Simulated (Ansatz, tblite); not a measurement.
# GaAs with GFN1-xTB from a Python script

These are simulated results from tblite 0.8.0, not measurements. The cell began as a measured structure and was relaxed with r2SCAN in plane waves (Ansatz 0.2.0). All runs are without spin polarisation.

Space group F-43m (No. 216), cubic; conventional cell a = 5.666 Å, 22.74 Å³ an atom. Ga has 4 As at 2.45 Å; As has 4 Ga at 2.45 Å.

tblite solves periodic systems at the zone centre alone, so the script builds a cluster of 2×2×2 conventional cells (64 atoms), which folds in a coarse mesh of k points.

Input script:

```python
import json
from ase import Atoms
from ase.build import make_supercell
from ase.units import Bohr, GPa, Hartree
from tblite.interface import Calculator

atoms = Atoms(['Ga', 'As'],
              cell=[[0.0, 2.83308319, 2.83308319], [2.83308319, 0.0, 2.83308319], [2.83308319, 2.83308319, 0.0]],
              scaled_positions=[[0.0, 0.0, 0.0], [0.25, 0.25, 0.25]],
              pbc=True)
cluster = make_supercell(atoms, [[-2, 2, 2], [-2, -2, 2], [2, -2, 2]])
calc = Calculator('GFN1-xTB', cluster.numbers, cluster.positions / Bohr, lattice=cluster.cell[:] / Bohr, periodic=cluster.pbc)
calc.set('temperature', 0.02 / Hartree)
calc.set('max-iter', 150)
res = calc.singlepoint()
levels = res.get('orbital-energies') * Hartree
nv = round(res.get('orbital-occupations').sum() / 2)
cells = len(cluster) // len(atoms)
out = {'energy_per_cell': res.get('energy') * Hartree / cells, 'homo': levels[nv - 1], 'lumo': levels[nv],
       'stress': (-res.get('virial') * Hartree / cluster.get_volume() / GPa).tolist(), 'charges': res.get('charges')[:len(atoms)].tolist(), 'electrons': 2 * nv / cells}
json.dump(out, open('results.json', 'w'))
for key, value in out.items():
    print(key, value)
```

Command: `python run.py`. It took 12 s on 1 thread of Intel(R) Xeon(R) Platinum 8259CL CPU @ 2.50GHz (Skylake/Cascade Lake), with other jobs on the host, peak memory 0.13 GiB.

What it printed:

```
------------------------------------------------------------
  cycle        total energy    energy error   density error
------------------------------------------------------------
      1     -119.4308168559  -1.1933393E+02   4.2127198E-01
      2     -112.0847876239   7.3460292E+00   4.1789234E-01
      3     -108.5645328132   3.5202548E+00   3.8625304E-01
      4     -120.1978457179  -1.1633313E+01   3.4757228E-02
      5     -120.1951087238   2.7369942E-03   3.5576039E-02
      6     -120.2472633940  -5.2154670E-02   3.0862484E-03
      7     -120.2484111218  -1.1477278E-03   1.1736809E-03
      8     -120.2485035924  -9.2470541E-05   7.3548128E-04
      9     -120.2485138617  -1.0269361E-05   6.1399223E-04
     10     -120.2485350413  -2.1179595E-05   1.0196300E-05
     11     -120.2485350446  -3.3133460E-09   4.3439748E-06
------------------------------------------------------------

 total:                                  10.869 sec
energy_per_cell -102.2540408113827
homo -6.229783325505469
lumo -5.6438552636258335
stress [[3.2301823238230547, 1.0870863267420142e-07, -1.0871068875273616e-07], [1.0870863264482886e-07, 3.2301823238219236, -1.087101958724859e-07], [-1.0871068857076224e-07, -1.0871019590615291e-07, 3.2301823238213805]]
charges [0.019963617333961847, -0.02000941200245082]
electrons 8.0
```

The cycle table is in hartree for the whole cluster, and the lines after it are in eV (the energy for one cell). The printed stress is in GPa and positive in compression, and the pressure is its mean diagonal.

GFN1-xTB gives a gap of 0.59 eV. On the same cell, plane-wave PBE (Ansatz, 8×8×8 k points and the special points) gives a gap of 0.47 eV and r2SCAN a gap of 0.96 eV; on shared hosts these took about 2.7 and 5.9 core-seconds on the 2-atom cell, against 12 for the script. Semilocal gaps usually lie below measured ones. xTB was fitted to molecules, so gaps, charges and pressures of solids can be far off, and the gap also depends on the size of the cluster.

The same script was run on cells scaled at fixed shape and fractional coordinates:

```json
{"volume (Å³/atom)": "20.01", "energy (meV/atom)": "159.9", "pressure (GPa, positive in compression)": "17.38", "gap (eV)": "1.51"}
{"volume (Å³/atom)": "21.37", "energy (meV/atom)": "50.2", "pressure (GPa, positive in compression)": "8.92", "gap (eV)": "1.55"}
{"volume (Å³/atom)": "22.74", "energy (meV/atom)": "0.0", "pressure (GPa, positive in compression)": "3.23", "gap (eV)": "0.59"}
{"volume (Å³/atom)": "24.10", "energy (meV/atom)": "-18.4", "pressure (GPa, positive in compression)": "2.09", "gap (eV)": "0.00"}
{"volume (Å³/atom)": "25.47", "energy (meV/atom)": "-21.1", "pressure (GPa, positive in compression)": "-1.27", "gap (eV)": "0.00"}
```

A Birch-Murnaghan fit puts the minimum at 25.22 Å³/atom, 10.9 % above the given cell, with a bulk modulus of 13.5 GPa at fixed shape.

xTB was fitted mostly to molecules, and a small cluster samples few k points, so gaps, pressures and kinks along a curve can be far from a solid's.

The runs are scalar-relativistic, without spin-orbit coupling.
